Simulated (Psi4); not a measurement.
**GaHCl2O (SMILES [OH][Ga]([Cl])[Cl]): levels of theory compared**

Wanted: a comparison of 3 runs (HF/3-21G, B3LYP/6-31G*, CCSD/def2-SVP) of GaHCl2O. 

Program for the calculation: Psi4 1.11.

**1. The molecule**

GaHCl2O has 5 atoms, charge 0, and is taken as a singlet. As SMILES, `[OH][Ga]([Cl])[Cl]`. The O1–H5 distance was set to 1.442 Å, away from the relaxed value. At this shape a bond of the SMILES string is far longer than usual.

Bond lengths: O1–Ga2 1.765 Å, Ga2–Cl3 2.109 Å, Ga2–Cl4 2.123 Å. Angles: O1–Ga2–Cl3 118.8°, O1–Ga2–Cl4 120.6°, Cl3–Ga2–Cl4 120.6°. A long bond or contact: O1–H5 1.442 Å.

**2. The energy at HF/3-21G (run 1)**

Input file cl2gaho.xyz:

```xyz
5
Cl2GaHO
O      0.589329     1.113215     0.491835
Ga     0.453329    -0.635885     0.302735
Cl     1.834829    -1.876285     1.303635
Cl    -1.073071    -1.477685    -0.909865
H     -0.415200     1.837400    -0.246000
```

Input file calc.py:

```python
import psi4

psi4.set_memory(2200000000)
psi4.set_num_threads(1)
psi4.set_output_file('output.dat', False)

with open('cl2gaho.xyz') as f:
    atoms = ''.join(f.readlines()[2:])
m = psi4.geometry('0 1\n' + atoms + 'symmetry c1\nno_reorient\nno_com')

psi4.set_options({
    'basis': '3-21G',
    'puream': True,
    'e_convergence': 1e-09,
    'd_convergence': 1e-08,
    'scf_type': 'pk',
})

energy_value, wavefunction = psi4.energy('hf', return_wfn=True)
psi4.oeprop(wavefunction, 'MAYER_INDICES', 'MULLIKEN_CHARGES', 'WIBERG_LOWDIN_INDICES', title='HF')
print('E =', round(energy_value, 9))
for k, v in sorted(psi4.core.scalar_variables().items()):
    print(f'{k:45s} {v:18.10f}')
```

Launch:

```sh
$ python calc.py
```

output.dat:

```text
[...]
  Running in c1 symmetry.
[...]
  Nuclear repulsion =  435.981341025169968
[...]
  Multiplicity = 1
[...]
  Nalpha       = 37
  Nbeta        = 37
[...]
    Number of basis functions: 59
[...]
   @RHF iter   1: -2903.15720237092000   -4.39972e+00   1.27660e-02 ADIIS/DIIS
[...]
   @RHF iter  13: -2903.54349488079015   -5.91172e-12   4.49278e-09 DIIS
[...]
  @RHF Final Energy: -2903.54349488079015
   => Energetics <=
    Nuclear Repulsion Energy =            435.9813410251699679
    One-Electron Energy =               -4911.7493600468678778
    Two-Electron Energy =                1572.2245241409079881
    Total Energy =                      -2903.5434948807896944
[...]
 Multipole Moments:
 ------------------------------------------------------------------------------------
     Multipole            Electronic (a.u.)      Nuclear  (a.u.)        Total (a.u.)
 ------------------------------------------------------------------------------------
 L = 1.  Multiply by 2.5417464519 to convert [e a0] to [Debye]
 Dipole X            :        -59.6472532           59.1531842           -0.4940690
 Dipole Y            :        125.5079228         -124.6969893            0.8109334
 Dipole Z            :        -37.6965885           37.3552651           -0.3413234
 Magnitude           :                                                    1.0090683
[...]
  Mulliken Charges: (a.u.)
   Center  Symbol    Alpha    Beta     Spin     Total
       1     O     4.32305  4.32305  0.00000 -0.64609
       2    GA    14.86432 14.86432  0.00000  1.27137
       3    CL     8.72086  8.72086  0.00000 -0.44172
       4    CL     8.73053  8.73053  0.00000 -0.46106
       5     H     0.36125  0.36125  0.00000  0.27751
   Total alpha = 37.00000, Total beta = 37.00000, Total charge = -0.00000
  Mayer Bond Indices:
[...]
```

On the terminal:

```text
E = -2903.543494881
CURRENT ENERGY                                  -2903.5434948808
CURRENT REFERENCE ENERGY                        -2903.5434948808
DD SOLVATION ENERGY                                 0.0000000000
HF KINETIC ENERGY                                2903.1030730549
HF POTENTIAL ENERGY                             -5806.6465679356
HF TOTAL ENERGY                                 -2903.5434948808
HF VIRIAL RATIO                                     2.0001517073
NUCLEAR REPULSION ENERGY                          435.9813410252
ONE-ELECTRON ENERGY                             -4911.7493600469
PCM POLARIZATION ENERGY                             0.0000000000
PE ENERGY                                           0.0000000000
SCF ITERATION ENERGY                            -2903.5434948808
SCF ITERATIONS                                     13.0000000000
SCF TOTAL ENERGY                                -2903.5434948808
TWO-ELECTRON ENERGY                              1572.2245241409
```

Run time: 4.2 s. Hardware: 1 thread of Intel Xeon Platinum 8259CL at 2.50GHz (Skylake/Cascade Lake), shared host; peak memory 0.22 GiB.

**3. Energy and forces at B3LYP/6-31G(d) (Cartesian functions) (run 2)**

Input file calc.py:

```python
import psi4

psi4.set_memory('2200 MB')
psi4.set_num_threads(1)
psi4.core.set_output_file('run.log', False)

mol = psi4.geometry("""
O      0.589329     1.113215     0.491835
Ga     0.453329    -0.635885     0.302735
Cl     1.834829    -1.876285     1.303635
Cl    -1.073071    -1.477685    -0.909865
H     -0.415200     1.837400    -0.246000
units angstrom
symmetry c1
""")

psi4.set_options({
    'reference': 'rks',
    'puream': False,
    'e_convergence': 1e-09,
    'd_convergence': 1e-08,
    'scf_type': 'pk',
    'dft_radial_points': 99,
    'dft_spherical_points': 590,
})

E, wfn = psi4.gradient("b3lyp/6-31G*", molecule=mol, return_wfn=True)
psi4.oeprop(wfn, "MAYER_INDICES", "LOWDIN_CHARGES", "MULLIKEN_CHARGES")
print('gradient / Eh bohr^-1')
print(E.np.round(6))
print(f'energy = {wfn.energy():.10f} Eh')
```

Launch:

```sh
$ python calc.py
```

run.log:

```text
[...]
  Running in c1 symmetry.
[...]
  Nuclear repulsion =  435.981341025170025
[...]
  Multiplicity = 1
[...]
  Nalpha       = 37
  Nbeta        = 37
[...]
    Number of basis functions: 90
[...]
   @RKS iter   1: -2918.59085500636411   -1.11440e+00   3.61494e-02 ADIIS/DIIS
[...]
   @RKS iter  14: -2920.89661830631985   -9.54969e-12   7.75539e-09 DIIS
[...]
  @RKS Final Energy: -2920.89661830631985
   => Energetics <=
    Nuclear Repulsion Energy =            435.9813410251700247
    One-Electron Energy =               -4927.4601025209867657
    Two-Electron Energy =                1683.6820057754362097
    DFT Exchange-Correlation Energy =    -113.0998625859388227
    Empirical Dispersion Energy =           0.0000000000000000
    VV10 Nonlocal Energy =                  0.0000000000000000
    Total Energy =                      -2920.8966183063193967
[...]
 Multipole Moments:
 ------------------------------------------------------------------------------------
     Multipole            Electronic (a.u.)      Nuclear  (a.u.)        Total (a.u.)
 ------------------------------------------------------------------------------------
 L = 1.  Multiply by 2.5417464519 to convert [e a0] to [Debye]
 Dipole X            :          0.4319458           -0.8605454           -0.4285995
 Dipole Y            :         -1.6565745            2.2140756            0.5575011
 Dipole Z            :          0.2517914           -0.5548603           -0.3030689
 Magnitude           :                                                    0.7657387
[...]
  -Total Gradient:
     Atom            X                  Y                   Z
    ------   -----------------  -----------------  -----------------
       1        0.068551923967    -0.069174143937     0.049409098533
       2        0.005759728329    -0.002766572925     0.004290840564
       3       -0.006776410330     0.005685306522    -0.004929774302
       4        0.007184918465     0.005222219276     0.005772029694
       5       -0.074715894326     0.061033516988    -0.054538925731
[...]
  Mulliken Charges: (a.u.)
   Center  Symbol    Alpha    Beta     Spin     Total
       1     O     4.29651  4.29651  0.00000 -0.59302
       2    GA    15.25621 15.25621  0.00000  0.48758
       3    CL     8.54565  8.54565  0.00000 -0.09130
       4    CL     8.56060  8.56060  0.00000 -0.12120
       5     H     0.34103  0.34103  0.00000  0.31795
   Total alpha = 37.00000, Total beta = 37.00000, Total charge =  0.00000
  Lowdin Charges: (a.u.)
   Center  Symbol    Alpha    Beta     Spin     Total
       1     O     4.22726  4.22726  0.00000 -0.45453
[...]
```

Standard output:

```text
gradient / Eh bohr^-1
[[ 0.068552 -0.069174  0.049409]
 [ 0.00576  -0.002767  0.004291]
 [-0.006776  0.005685 -0.00493 ]
 [ 0.007185  0.005222  0.005772]
 [-0.074716  0.061034 -0.054539]]
energy = -2920.8966183063 Eh
```

Run time: 30 s. Hardware: 1 thread of Intel Xeon Platinum 8259CL at 2.50GHz (Skylake/Cascade Lake), shared host; peak memory 0.85 GiB.

**4. The energy at CCSD/def2-SVP (run 3)**

Input file run_ase.py:

```python
import numpy as np
from ase.calculators.psi4 import Psi4
from ase import Atoms

a = Atoms(['O', 'Ga', 'Cl', 'Cl', 'H'], positions=[
    [0.589329, 1.113215, 0.491835],
    [0.453329, -0.635885, 0.302735],
    [1.834829, -1.876285, 1.303635],
    [-1.073071, -1.477685, -0.909865],
    [-0.415200, 1.837400, -0.246000],
])
calc = Psi4(atoms=a, method='ccsd', basis='def2-SVP', memory='2200MB', num_threads=1, charge=0, multiplicity=1, label='cl2gaho', reference='rhf')
calc.psi4.set_options({'puream': True, 'e_convergence': 1e-09, 'd_convergence': 1e-08, 'scf_type': 'pk', 'num_frozen_docc': 20})
a.calc = calc

print(f'energy: {a.get_potential_energy():.6f} eV')
```

Launch:

```sh
$ python run_ase.py
```

cl2gaho.dat:

```text
[...]
  Running in c1 symmetry.
[...]
  Nuclear repulsion =  435.981341025170025
[...]
  Multiplicity = 1
[...]
  Nalpha       = 37
  Nbeta        = 37
[...]
    Number of basis functions: 87
[...]
   @RHF iter   1: -2915.76050494255969   -3.30367e+00   2.58935e-02 ADIIS/DIIS
[...]
   @RHF iter  14: -2917.14052982869043   -6.36646e-12   2.73110e-09 DIIS
[...]
    Orbital Energies [Eh]
    ---------------------
    Doubly Occupied:
       1A   -378.853530     2A   -104.796301     3A   -104.794988
       4A    -48.220788     5A    -42.563715     6A    -42.560395
       7A    -42.559234     8A    -20.591724     9A    -10.559455
      10A    -10.558261    11A     -8.033904    12A     -8.032745
      13A     -8.031598    14A     -8.031438    15A     -8.030338
      16A     -8.030147    17A     -6.467556    18A     -4.566656
      19A     -4.563048    20A     -4.560557    21A     -1.309653
      22A     -1.281872    23A     -1.279574    24A     -1.276191
      25A     -1.274867    26A     -1.202732    27A     -1.086868
      28A     -1.073133    29A     -0.619699    30A     -0.553298
      31A     -0.534225    32A     -0.516777    33A     -0.495746
      34A     -0.479885    35A     -0.472819    36A     -0.469212
[...]
  @RHF Final Energy: -2917.14052982869043
   => Energetics <=
    Nuclear Repulsion Energy =            435.9813410251700247
    One-Electron Energy =               -4928.6544884277100209
    Two-Electron Energy =                1575.5326175738498478
    Total Energy =                      -2917.1405298286899779
[...]
 Multipole Moments:
 ------------------------------------------------------------------------------------
     Multipole            Electronic (a.u.)      Nuclear  (a.u.)        Total (a.u.)
 ------------------------------------------------------------------------------------
 L = 1.  Multiply by 2.5417464519 to convert [e a0] to [Debye]
 Dipole X            :          0.3239675           -0.8605454           -0.5365778
 Dipole Y            :         -1.7283825            2.2140756            0.4856931
 Dipole Z            :          0.1652291           -0.5548603           -0.3896312
 Magnitude           :                                                    0.8219648
[...]
      * MP2 total energy                      = -2917.817667625176455
[...]
      * CCSD total energy                     = -2917.833015997314305
```

On the terminal:

```text
energy: -79398.280553 eV
```

It took 43 s on 1 thread of Intel Xeon Platinum 8259CL at 2.50GHz (Skylake/Cascade Lake), shared host; peak memory 0.5 GiB.

**5. Overview of the runs**

```tsv
run	level	task	Cartesian functions	energy (Eh)	dipole moment (D)	HOMO energy (eV)	LUMO energy (eV)	wall time
1	HF/3-21G	energy	no	-2903.543495	2.56	-12.90	1.01	4.2 s
2	B3LYP/6-31G* (Cartesian functions)	gradient	yes	-2920.896618	1.95	-8.88	-2.93	30 s
3	CCSD/def2-SVP	energy	no	-2917.833016	–	-12.56	1.32	43 s
```

**6. Outcome**

```
                                           quantity           value
                                run 3: total energy  -2917.83302 Eh
         run 3: HOMO energy (Hartree–Fock orbitals)       -12.56 eV
         run 3: LUMO energy (Hartree–Fock orbitals)         1.32 eV
       run 3: HOMO–LUMO gap (Hartree–Fock orbitals)        13.89 eV
run 3: correlation energy (20 core orbitals frozen)      -692.5 mEh
                               run 3: T1 diagnostic           0.015
```

All runs together took 78 s, the longest 43 s.
